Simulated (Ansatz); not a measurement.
# GaMg− (triplet): geometry optimisation

Where does this start of GaMg− (triplet) end when it is relaxed?

The runs use Ansatz 0.2.0, Gaussian basis; UKS PBE0/def2-TZVPD.

### 1 Where the work starts

2 atoms, charge -1, spin multiplicity 3.

Atoms are counted from 1 here; the program's logs count them from 0.

Bond lengths: Ga1–Mg2 2.390 Å.

Geometry (Å):

```
atom   x (Å)   y (Å)   z (Å)
 Ga1  0.0000  0.0000  0.0000
 Mg2  0.0000  0.0000  2.3901
```

The start is set by covalent radii. Sticks and bond lists go by distance. No spin-orbit coupling is included. 

### 2 Relaxation

The input, in.yaml:

```yaml
crystal:
  periodic: [false, false, false]
  atoms:
    - {symbol: Ga, position_ang: [0.000000, 0.000000, 0.000000]}
    - {symbol: Mg, position_ang: [0.000000, 0.000000, 2.390100]}
basis:
  gaussian: {orbitals: def2-TZVPD}
total_charge: -1
magnetization: {spin_polarized: true, initial_magnetization: 2}
hamiltonian: {xc: pbe0}
relax: {f_tol: 0.004, max_steps: 80}
```

Run with:

```sh
ansatz run in.yaml --threads 1 --pin off --events-out ev --progress --plain --max-ram 2176MiB
```

Before running it: what results should come out? Wanted: energy gained; shift from the start; total energy; ⟨S²⟩.

**Answer**, as computed:

| quantity | value |
| --- | --- |
| steps | 5 |
| energy gained | 0.184 eV |
| shift from the start (rms) | 0.146 Å |
| total energy | -57812.3161 eV |
| ⟨S²⟩ | 2.049 |

By distance, Ga1–Mg2 opened. Ga1–Mg2 went from 2.390 to 2.682 Å. No vibrations were run, so this is a stationary point, not a proven minimum, and this spin need not be the ground state's.
